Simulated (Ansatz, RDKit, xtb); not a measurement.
# C4H6ClNO: ranking a sample of isomers

A sample of isomers of C4H6ClNO is drawn. Aim: find which of them has the lowest free energy at 298.15 K, then its properties. The sample is small against all isomers, and the most stable one of this formula need not be in it.

Plan: many cheap relaxations first (GFN2-xTB), then density-functional screening, relaxation at PBE0-D3(BJ)/def2-SVP, vibrations (at GFN2-xTB) and a final energy. The numbers are computed, not measured.

## 1. Possible bonding patterns

Isomers were taken from a list of plausible structures; this is a sample, not all of them. That gives 5 candidates.

```tsv
label	SMILES	spin
c058	C=C(CCl)/N=C\O	singlet
c171	C/C(CCl)=N\C=O	singlet
c196	C/C(CCl)=N/C=O	singlet
c321	C=C(CCl)/N=C/O	singlet
c671	C=C(CCl)NC=O	singlet
```

Candidates are built by distance geometry, with a force field where one applies, in up to four conformers (letters a to d).

Q: Predict the outcome of this search (final energies at CCSD(T)/def2-SVP + MP2/def2-TZVPP - MP2/def2-SVP).

| quantity | value |
| --- | --- |
| lowest structure found | C=C(CCl)NC=O, singlet |
| next finalist | C/C(CCl)=N\C=O, singlet, 4.1 kcal/mol higher in G |
| share at equilibrium, among the finalists | 99.9 % |

`C=C(CCl)NC=O` comes out lowest. The margin of 4.1 kcal/mol over the next finalist is beyond the usual error of the last level; it says nothing of structures that weren't ranked. HF/STO-3G, r2SCAN-D4/def2-SVP, PBE0-D3(BJ)/def2-SVP, HF/def2-SVP and MP2/def2-SVP already put its bonding pattern lowest among the structures in one piece; GFN2-xTB favours the singlet C/C(CCl)=N/C=O. One minimum inside the window was never screened. Lowest found is not proven lowest: the search is finite, and each finalist counts with one conformer. Only 5 drawn patterns were tried, so whole families of isomers are missing, and the result ranks this sample alone.
